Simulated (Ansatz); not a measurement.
A first try at a geometry optimisation of FGa, using the Python package of Ansatz (0.2.0).

`fga.py`:
```python
# -*- coding: utf-8 -*-
from dataclasses import dataclass
import itertools
import warnings

import ansatz as az
from ase.data import atomic_numbers, covalent_radii
import numpy as np


@dataclass(frozen=True)
class Options:
    basis: str = "def2-TZVP"
    level: str = "mp2"


cfg = Options()

GEOMETRY = """
Ga    0.00000    0.00000    0.00000
F     0.00000    0.00000    1.82000
"""

warnings.simplefilter("ignore", az.DeckWarning)

fga = az.Crystal.molecule()
for line in GEOMETRY.strip().splitlines():
    symbol, *xyz = line.split()
    fga = fga.atom(symbol, [float(v) for v in xyz])

base = fga.calculation().basis(gaussian=cfg.basis).correlation(cfg.level)
symbols = [site.symbol for site in fga.cartesian_sites]
start = np.array([site.position_ang for site in fga.cartesian_sites], dtype=float)
def progress(event):
    if event["event"] == "relax_step":
        row = event["data"]
        print(f"step {row['step']:3d}  E = {row['lagrangian_ev']:.6f} eV  largest force component {row['allowed_force_max_ev_ang']:.4f} eV/A")


r = base.relax(force_tolerance=0.01, max_steps=30).session().execute(on_event=progress).report
end = np.array(r["positions_ang"])

print("reference energy %16.6f eV" % r["reference_energy_ev"])
print("total energy     %16.6f eV" % r["free_energy_ev"])
print("occupied orbitals outside the frozen core (up, down):", r["n_occupied"], " frozen:", r["n_frozen"], " virtual:", r["n_virtual"])

radius = [covalent_radii[atomic_numbers[s]] for s in symbols]
span = lambda where, i, j: np.linalg.norm(where[i] - where[j])
bonded = [(i, j) for i, j in itertools.combinations(range(len(symbols)), 2) if min(span(start, i, j), span(end, i, j)) < 1.2 * (radius[i] + radius[j])]
print("pair        before    after (A)")
for i, j in bonded:
    print(f"{symbols[i]}{i}-{symbols[j]}{j}".ljust(10), f"{span(start, i, j):8.4f} {span(end, i, j):8.4f}")
with open("fga_opt.xyz", "w") as handle:
    handle.write(f"{len(symbols)}\nrelaxed FGa\n")
    handle.writelines(f"{s:2s} {x:11.6f} {y:11.6f} {z:11.6f}\n" for s, (x, y, z) in zip(symbols, end))
```

Running `python fga.py` prints:
```text
Traceback (most recent call last):
  File "fga.py", line 40, in <module>
    r = base.relax(force_tolerance=0.01, max_steps=30).session().execute(on_event=progress).report
        ^^^^^^^^^^^^^^^^^^^^^^^^^^^^^^^^^^^^^^^^^^^^^^^^^^^^^^^^^^^^^^^^
AttributeError: 'ansatz.Session' object has no attribute 'execute'
```

What is wrong, and how is it mended?

The fault: a session has to be planned before it's executed. The correction:

```diff
--- before
+++ after
@@ -39,3 +39,3 @@
 
-r = base.relax(force_tolerance=0.01, max_steps=30).session().execute(on_event=progress).report
+r = base.relax(force_tolerance=0.01, max_steps=100).session().plan().execute(on_event=progress).report
 end = np.array(r["positions_ang"])
```

The mended script runs so:

```console
$ python fga.py
step   1  E = -55055.216493 eV  largest force component 0.7627 eV/A
step   2  E = -55055.227591 eV  largest force component 0.4130 eV/A
step   3  E = -55055.231767 eV  largest force component 0.0316 eV/A
step   4  E = -55055.231790 eV  largest force component 0.0015 eV/A
reference energy    -55042.918639 eV
total energy        -55055.231790 eV
occupied orbitals outside the frozen core (up, down): [10, 10]  frozen: 10  virtual: [59, 59]
pair        before    after (A)
Ga0-F1       1.8200   1.7813
```

`fga_opt.xyz`, as written:
```text
2
relaxed FGa
Ga   -0.000000   -0.000000    0.019345
F     0.000000    0.000000    1.800655
```

Caveats:
- Total energies depend on the basis set; only differences at equal settings carry meaning.
- The end point is the stationary point reached from this start; no frequency run checks that it is a minimum, and the basis set is modest.
- The spin state was assumed, and another may lie lower.
- The whole script took 8.1 s on 1 thread of Arm Neoverse V1, with other jobs on the host, peak memory 0.2 GiB.

(A comment or docstring line of the script was reworded after the run, the code is as it ran; lines on the test bed's own set-up are left out of the output.)
